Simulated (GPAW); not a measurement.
A run of GPAW 26.7.0:

run.py

```python
import numpy as np
from ase.dft.bandgap import bandgap
from ase.io import read, write
from gpaw import GPAW, PW

atoms = read('POSCAR')
atoms.set_initial_magnetic_moments([2.0, 0.0, 2.0, 0.0, 2.0, 0.0, 2.0, 0.0, 2.0])
atoms.pbc = (True, True, False)

calc = GPAW(mode=PW(450),
            xc='LDA',
            kpts={'size': (9, 9, 1), 'gamma': True},
            occupations={'name': 'fermi-dirac', 'width': 0.05},
            nbands=57,
            convergence={'density': 1e-05, 'energy': 1e-05},
            maxiter=150,
            poissonsolver={'dipolelayer': 'xy'},
            txt='gpaw.txt')
atoms.calc = calc
energy = atoms.get_potential_energy()
forces = atoms.get_forces()
calc.write('gs.gpw')
write('result.traj', atoms)
print(f'Energy: {energy:.6f} eV')
print('Forces (eV/A):')
print(forces.round(4))
print('Moments:', calc.get_magnetic_moments().round(3))
print('Fermi level:', round(calc.get_fermi_level(), 4), 'eV')
print(f'Gap: {bandgap(calc)[0]:.4f} eV, direct: {bandgap(calc, direct=True)[0]:.4f} eV')

v = calc.get_electrostatic_potential().mean(axis=(0, 1))
z = np.arange(len(v)) * atoms.cell[2, 2] / len(v)
ef = calc.get_fermi_level()
np.savetxt('planar.dat', np.c_[z, v], fmt='%.4f')
below, above = np.interp([1.5, atoms.cell[2, 2] - 1.5], z, v) - ef
print(f'Work functions: bottom {below:.4f} eV, top {above:.4f} eV')
print('Dipole moment:', *calc.get_dipole_moment().round(5), 'e A')
```

POSCAR

```
Al4Co5
1.0
    2.8194032100      0.0000000000      0.0000000000
    0.0000000000      2.8194032100      0.0000000000
    0.0000000000      0.0000000000     26.2776128400
Co Al Co Al Co Al Co Al Co
1 1 1 1 1 1 1 1 1
Direct
    0.5000000000      0.5000000000      0.2854140536
    0.0000000000      0.0000000000      0.3390605402
    0.5000000000      0.5000000000      0.3927070268
    0.0000000000      0.0000000000      0.4463535134
    0.5000000000      0.5000000000      0.5000000000
    0.0000000000      0.0000000000      0.5536464866
    0.5000000000      0.5000000000      0.6072929732
    0.0000000000      0.0000000000      0.6609394598
    0.5000000000      0.5000000000      0.7145859464
```

Potentials or basis: the program's PAW data sets (release 1.2.1) made for this functional, pw.

Launch:

```bash
$ OMP_NUM_THREADS=1 python run.py
```

Hardware: 1 thread of Arm Neoverse V2, with other jobs on the host.

Task: Estimate the wall time of this run.

Result: It took 5.3 min on 1 thread of Arm Neoverse V2, on a shared host, peak memory 0.34 GiB. Counts: scf iterations 27, plane waves 4557, bands 57, k points 15.
